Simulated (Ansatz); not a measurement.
**C2H7ClSn: a ladder of functionals and wavefunction methods**

The task here is to estimate one member of a computed series from the others.

The runs use Ansatz 0.2.0, Gaussian basis; functionals in def2-TZVPP, the program's frozen cores in correlated methods.

The runs, in order: LDA (SPW92), PBE-D4, revPBE-D4, BLYP-D4, r2SCAN-D4, B97M-V, PBE0-D4, B3LYP-D4, r2SCANh-D4, r2SCAN0-D4, HSE06-D4, BHLYP-D4, CAM-B3LYP-D4, LC-ωPBE, ωB97X-V, ωB97M-V, B2PLYP, PBE-QIDH; CCSD(T)/def2-SVP; CCSD(T)/def2-TZVPP; MP2/def2-QZVPP; extrapolation to the limit; RPA on PBE.

## The relaxed structure

An earlier PBE0-D4 in a triple-zeta def2 set relaxation fixed the geometry. Sn takes the def2 core potential; no spin-orbit term is included.

SMILES `[CH3][SnH]([CH3])[Cl]`, 11 atoms, charge 0, spin multiplicity 1.

Atoms are counted from 1 here; the program's logs count them from 0.

Bond lengths: C1–Sn2 2.130 Å, C1–H5 1.090 Å, C1–H6 1.091 Å, C1–H7 1.090 Å, Sn2–C3 2.130 Å, Sn2–Cl4 2.351 Å, Sn2–H8 1.710 Å, C3–H9 1.090 Å, C3–H10 1.091 Å, C3–H11 1.090 Å. Angles: Sn2–C1–H5 109.3°, Sn2–C1–H6 110.2°, Sn2–C1–H7 109.5°, H5–C1–H6 109.3°, H5–C1–H7 109.2°, H6–C1–H7 109.3°, C1–Sn2–C3 114.2°, C1–Sn2–Cl4 105.2°, C1–Sn2–H8 113.0°, C3–Sn2–Cl4 105.2°, C3–Sn2–H8 113.0°, Cl4–Sn2–H8 105.1°, Sn2–C3–H9 109.3°, Sn2–C3–H10 110.2°, Sn2–C3–H11 109.5°, H9–C3–H10 109.3°, H9–C3–H11 109.2°, H10–C3–H11 109.3°.

Geometry (Å):

```xyz
11
C2H7ClSn
C    -1.0535    1.4676   -0.3002
Sn   -0.4834   -0.5591    0.0231
C     1.5699   -0.8183    0.5268
Cl   -0.7459   -1.6142   -2.0612
H    -0.4008    1.9104   -1.0522
H    -0.9716    2.0355    0.6277
H    -2.0833    1.5039   -0.6540
H    -1.5402   -1.3900    1.0795
H     2.1906   -0.3422   -0.2319
H     1.7799   -0.3690    1.4984
H     1.8036   -1.8818    0.5646
```

The first run:

File in.yaml:

```yaml
crystal:
  periodic: [false, false, false]
  atoms:
    - {symbol: C, position_ang: [-1.053483, 1.467598, -0.300183]}
    - {symbol: Sn, position_ang: [-0.483395, -0.559056, 0.023121]}
    - {symbol: C, position_ang: [1.569896, -0.818298, 0.526769]}
    - {symbol: Cl, position_ang: [-0.745897, -1.614161, -2.061186]}
    - {symbol: H, position_ang: [-0.400783, 1.910404, -1.052212]}
    - {symbol: H, position_ang: [-0.971609, 2.035456, 0.627660]}
    - {symbol: H, position_ang: [-2.083313, 1.503852, -0.654027]}
    - {symbol: H, position_ang: [-1.540227, -1.389961, 1.079501]}
    - {symbol: H, position_ang: [2.190613, -0.342158, -0.231938]}
    - {symbol: H, position_ang: [1.779917, -0.368976, 1.498397]}
    - {symbol: H, position_ang: [1.803581, -1.881800, 0.564598]}
basis:
  gaussian: {orbitals: def2-TZVPP}
hamiltonian: {xc: lda}
output: {orbitals: {seedname: orbitals}}
```

Steps of the session up to this table: LDA; PBE-D4 (GGA); revPBE-D4 (GGA); BLYP-D4 (GGA); r2SCAN-D4 (meta-GGA); B97M-V (meta-GGA); PBE0-D4 (hybrid); B3LYP-D4 (hybrid); r2SCANh-D4 (hybrid); r2SCAN0-D4 (hybrid); HSE06-D4 (hybrid); BHLYP-D4 (hybrid); CAM-B3LYP-D4 (range-separated); LC-ωPBE (range-separated); ωB97X-V (range-separated); ωB97M-V (range-separated); B2PLYP (double hybrid); PBE-QIDH (double hybrid).

One table of the session follows, with a row left open; its other results are not shown here.

It belongs to the step «Orbital energies across the functionals». 

| functional | HOMO (eV) | gap (eV) |
| --- | --- | --- |
| LDA (SPW92) | -6.91 | 5.67 |
| PBE-D4 | -6.78 | 5.81 |
| revPBE-D4 | -6.72 | 5.86 |
| BLYP-D4 | -6.62 | 5.70 |
| r2SCAN-D4 | -7.08 | 6.44 |
| B97M-V | -7.17 | 6.51 |
| PBE0-D4 | -8.05 | 7.98 |
| B3LYP-D4 | -7.80 | 7.45 |
| r2SCANh-D4 | -7.54 | 7.22 |
| r2SCAN0-D4 | -8.24 | 8.38 |
| HSE06-D4 | -7.65 | 7.21 |
| BHLYP-D4 | -9.17 | 9.92 |
| CAM-B3LYP-D4 | ? | ? |
| LC-ωPBE | -10.75 | 12.77 |
| ωB97X-V | -10.38 | 12.25 |
| ωB97M-V | -10.24 | 11.78 |

Q: Estimate the row for CAM-B3LYP-D4 from the others.

The run gave: HOMO (eV): -9.37; gap (eV): 10.23. In the column «HOMO (eV)» it lies between ωB97M-V (-10.24) and BHLYP-D4 (-9.17).
